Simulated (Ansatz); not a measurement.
# GdSF: the cost of one run

Program: Ansatz 0.2.0. Level of theory: DFT LDA+U (U = 3 eV, J = 0.5 eV on Gd f), plane waves, PAW, no spin–orbit coupling unless a run says so. These are calculated values, not measurements.

1 further run of the same task is left out (it didn't finish).

### 1 The system as given

Symmetry: P4/nmm, No. 129, tetragonal system. Conventional cell: a = 3.830 Å, b = 3.830 Å, c = 6.853 Å, α = 90.00°, β = 90.00°, γ = 90.00°. Gd (site symmetry 4mm) is surrounded by 4 F at 2.48 Å and 5 S at 2.84 to 2.85 Å. Around S (site symmetry 4mm) lie 5 Gd at 2.84 to 2.85 Å. Around F (site symmetry -4m2) lie 4 Gd at 2.48 Å.

As a file:

```cif
data_structure
_symmetry_space_group_name_H-M 'P 1'
_symmetry_Int_Tables_number 1
_cell_length_a 3.8297
_cell_length_b 3.8297
_cell_length_c 6.8529
_cell_angle_alpha 90.000
_cell_angle_beta 90.000
_cell_angle_gamma 90.000
_cell_volume 100.51
loop_
_atom_site_label
_atom_site_type_symbol
_atom_site_fract_x
_atom_site_fract_y
_atom_site_fract_z
_atom_site_occupancy
Gd1 Gd 0.50000 0.00000 0.22950 1
Gd2 Gd 0.00000 0.50000 0.77050 1
S1 S 0.50000 0.00000 0.64500 1
S2 S 0.00000 0.50000 0.35500 1
F1 F 0.00000 0.00000 0.00000 1
F2 F 0.50000 0.50000 0.00000 1
```

An earlier series on this cell reached its lowest free state from «ferromagnetic start, free, natural orbitals of the symmetric run filled by rank», perhaps among other starts.

### 2 Site moments held (series factor 0.95; the input gives the size)

Input file input.yaml:

```yaml
crystal:
  lattice:
    - [3.82970054, 0.0, 0.0]
    - [0.0, 3.82970054, 0.0]
    - [0.0, 0.0, 6.85290097]
  atoms:
    - { symbol: Gd, position: [0.5, 0.0, 0.2295], spin: 6.54 }
    - { symbol: Gd, position: [0.0, 0.5, 0.7705], spin: 6.54 }
    - { symbol: S, position: [0.5, 0.0, 0.645] }
    - { symbol: S, position: [0.0, 0.5, 0.355] }
    - { symbol: F, position: [0.0, 0.0, 0.0] }
    - { symbol: F, position: [0.5, 0.5, 0.0] }
basis:
  ecutwfc: 420
  ecutrho_ratio: 4
kpoints:
  mp_grid: { grid: [5, 5, 3] }
hamiltonian:
  xc: lda
  hubbard:
    sites:
      - { site: 0, l: f, u: 3.0, j: 0.5, starting_ns: [{ spin: up, occupation_matrix: s0up }, { spin: down, occupation_matrix: s0down }] }
      - { site: 1, l: f, u: 3.0, j: 0.5, starting_ns: [{ spin: up, occupation_matrix: s1up }, { spin: down, occupation_matrix: s1down }] }
    occupation_matrices:
      s0up:
        matrix:
          - [0.97, 0.0, 0.0, 0.0, 0.0, 0.0, 0.0]
          - [0.0, 0.97, 0.0, 0.0, 0.0, 0.0, 0.0]
          - [0.0, 0.0, 0.97, 0.0, 0.0, 0.0, 0.0]
          - [0.0, 0.0, 0.0, 0.97, 0.0, 0.0, 0.0]
          - [0.0, 0.0, 0.0, 0.0, 0.97, 0.0, 0.0]
          - [0.0, 0.0, 0.0, 0.0, 0.0, 0.97, 0.0]
          - [0.0, 0.0, 0.0, 0.0, 0.0, 0.0, 0.97]
      s0down:
        matrix:
          - [0.02, 0.0, 0.0, 0.0, 0.0, 0.0, 0.0]
          - [0.0, 0.02, 0.0, 0.0, 0.0, 0.0, 0.0]
          - [0.0, 0.0, 0.02, 0.0, 0.0, 0.0, 0.0]
          - [0.0, 0.0, 0.0, 0.02, 0.0, 0.0, 0.0]
          - [0.0, 0.0, 0.0, 0.0, 0.02, 0.0, 0.0]
          - [0.0, 0.0, 0.0, 0.0, 0.0, 0.02, 0.0]
          - [0.0, 0.0, 0.0, 0.0, 0.0, 0.0, 0.02]
      s1up:
        matrix:
          - [0.97, 0.0, 0.0, 0.0, 0.0, 0.0, 0.0]
          - [0.0, 0.97, 0.0, 0.0, 0.0, 0.0, 0.0]
          - [0.0, 0.0, 0.97, 0.0, 0.0, 0.0, 0.0]
          - [0.0, 0.0, 0.0, 0.97, 0.0, 0.0, 0.0]
          - [0.0, 0.0, 0.0, 0.0, 0.97, 0.0, 0.0]
          - [0.0, 0.0, 0.0, 0.0, 0.0, 0.97, 0.0]
          - [0.0, 0.0, 0.0, 0.0, 0.0, 0.0, 0.97]
      s1down:
        matrix:
          - [0.02, 0.0, 0.0, 0.0, 0.0, 0.0, 0.0]
          - [0.0, 0.02, 0.0, 0.0, 0.0, 0.0, 0.0]
          - [0.0, 0.0, 0.02, 0.0, 0.0, 0.0, 0.0]
          - [0.0, 0.0, 0.0, 0.02, 0.0, 0.0, 0.0]
          - [0.0, 0.0, 0.0, 0.0, 0.02, 0.0, 0.0]
          - [0.0, 0.0, 0.0, 0.0, 0.0, 0.02, 0.0]
          - [0.0, 0.0, 0.0, 0.0, 0.0, 0.0, 0.02]
    ns_hold: { iters: 8 }
scf:
  occupations: { method: gaussian, width: 0.05 }
  lower_state_search: "off"
  max_iter: 150
output:
  forces: true
  stress: true
  eigenvalues: true
  populations: true
  hubbard: { sites: [{ site: 0, l: f }, { site: 1, l: f }] }
magnetization:
  spin_polarized: true
  spin_locking: { lock_spins: true }
```

At this filling each channel is wholly full or empty, so no choice of orbitals remains. The typed matrices put 0.97 on the chosen orbitals and 0.02 on the others, and are held for 8 cycles. The lock stays on to the end, so the result is a constrained state.

Run with:

```console
ansatz run input.yaml --threads 4 --pin off --max-ram 6144MiB --backend cpu --events-out ev --progress --plain --runs-dir out
```

What time and memory should one allow on 4 threads of Arm Neoverse V1, shared host?

About 11 s, with a peak of 0.51 GiB.
